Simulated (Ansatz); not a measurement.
What does this script print? It uses the Python package of Ansatz (0.2.0).

`robust_cdo2.py`
```python
'''Refuse a result for CdO2 that has doubts or was not closed by its thresholds.'''

import warnings

import ansatz as az
import numpy as np

vectors = np.array([
    [3.47623, 0.0, 0.0],
    [-1.73811, 3.0105, 0.0],
    [0.0, 0.0, 4.14808],
])
system = (
    az.Lattice.of(vectors)
    .atom('Cd', (0.0, 0.0, 0.0))
    .atom('O', (2 / 3, 1 / 3, 0.75578))
    .atom('O', (1 / 3, 2 / 3, 0.24422))
)

job = (
    system.calculation()
    .functional('pbesol')
    .kpoints(8, 8, 6)
    .occupations('fermi_dirac')
    .scf(tolerance=1e-08)
)

with warnings.catch_warnings(record=True) as caught:
    warnings.simplefilter('always')
    res = job.forces().stress().run(threads=1)
for item in caught:
    if issubclass(item.category, (az.RunWarning, az.DeckWarning)):
        print(item.category.__name__, '-', str(item.message)[:120])
report = res.report
doubts = report['published_state_doubts']
if doubts or report.get('closed_by') != 'deck_thresholds':
    print('rejected:', doubts, report.get('closed_by'))
else:
    print(f'accepted: F = {report["free_energy_ev"]:.5f} eV')
```

```console
$ python robust_cdo2.py
DeckWarning - basis.ecutwfc = 420 eV, auto-derived from the records' recommended cutoffs: set by Cd (normal level)
DeckWarning - output.stress: scf.convergence.dr2_threshold = 1e-8 eV is looser than the 3e-10 eV advised for a printed stress (1e-10 e
accepted: F = -9300.40733 eV
```

Caveats:
- Absolute energies stand on the zero of these potentials, so only differences at equal settings mean something. A total without «per atom» is that of the cell as typed.
- For a metal this k-point mesh is coarse: on a finer one energies can move by several to tens of meV an atom and pressures by half a GPa or more, differences at one mesh by less.
- At these settings the cell as given stands under about -10 GPa, so it isn't at this functional's equilibrium volume.
- The structure comes from a database of computed cells and needn't be a stable or known phase.
- The whole script took 2.7 s on 1 thread of Arm Neoverse V2 (shared host), peak memory 0.39 GiB.
